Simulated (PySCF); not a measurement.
# [Tl(OH)2]+: other functionals and bases at one geometry

The task here is to estimate one member of a computed series from the others.

Method: several levels, as the steps say, no spin–orbit coupling; program: PySCF 2.14.0.

3 further runs of the same task are left out: 2 for a known fault of the program, 1 that didn't finish.

### The system as given

5 atoms, charge 1, spin multiplicity 1.

Bond lengths: Tl1–O2 2.012 Å, Tl1–O4 2.012 Å, O2–H3 0.990 Å, O4–H5 0.990 Å. Angles: O2–Tl1–O4 167.8°, Tl1–O2–H3 109.3°, Tl1–O4–H5 109.3°.

As a file:

```xyz
5
charge 1, multiplicity 1
Tl    0.0000    0.0000    0.6932
O     1.9902    0.2015    0.9062
H     2.4456   -0.1968    0.1231
O    -1.9902   -0.2015    0.9062
H    -2.4456    0.1968    0.1231
```

Formal oxidation states: Tl +3. An earlier session relaxed this geometry at PBE, Tl def2-SVP with ECP60, O def2-SVP, H def2-SVP (singlet, point group C2).

At PBE on the finer grid: E = -323.601217 Eh, HOMO -13.29 eV, LUMO -10.50 eV, Mulliken charge on Tl1 +1.00 e, largest force component 0.027 eV/Å. 

Levels to run: BP86; M06-L; HF; TPSSh; PBE, TZVP; PBE, x2c-SVP. Hardware: 2 threads of Arm Neoverse V1, shared host.

The first run:

The input, run.py (the lines that set the calculation):

```python
mol = gto.M(atom='''
Tl     0.00000     0.00000     0.69315
O      1.99022     0.20150     0.90625
H      2.44563    -0.19676     0.12307
O     -1.99022    -0.20150     0.90625
H     -2.44563     0.19676     0.12307''',
    basis={'Tl': 'def2-SVP', 'O': 'def2-SVP', 'H': 'def2-SVP'},
    ecp={'Tl': 'def2-SVP'},
    charge=1, spin=0)
mf = dft.RKS(mol, xc='B88,P86')
mf.grids.atom_grid = (75, 302)
mf = mf.density_fit()  # fitting sets: Tl def2-universal-JKFIT, O def2-universal-JKFIT, H def2-universal-JKFIT
mf.conv_tol = 1e-08; mf.max_cycle = 55
mf.kernel(dm0)  # dm0: the density of the relaxed state
```

Run with:

```console
$ OMP_NUM_THREADS=2 python run.py
```

Steps of the session up to this table: BP86; M06-L; HF; TPSSh; PBE, TZVP; PBE, x2c-SVP.

One of the session's tables, all rows but one given; the rest of the session is left out.

```
             level  HOMO (eV)  gap (eV)  charge on Tl1 (e)  dipole (D)  largest force component (eV/Å)
PBE (relaxed here)     -13.29      2.79               1.00        2.67                            0.03
              BP86     -13.42      2.80               1.00        2.68                            0.03
             M06-L     -13.58      3.36               1.18        2.80                            0.56
                HF          ?         ?                  ?           ?                               ?
             TPSSh     -14.11      4.14               1.08        2.77                            0.33
         PBE, TZVP     -13.39      2.94               1.06        2.61                            0.66
      PBE, x2c-SVP     -13.26      2.79               1.02        2.67                            0.58
```

**Question.** Estimate the row for HF.

**Answer.** HOMO (eV): -18.90; gap (eV): 13.14; charge on Tl1 (e): 1.40; dipole (D): 3.28; largest force component (eV/Å): 1.91. In the column «HOMO (eV)» it is the lowest.

The dipole of a charged species depends on the origin, so these sizes hold for this origin alone.

In one basis the HOMO–LUMO gap runs from 2.79 eV (PBE) to 13.14 eV (HF). The largest leftover force, 1.91 eV/Å with HF, stands at a geometry relaxed at another level. Total energies of different levels can't be compared.
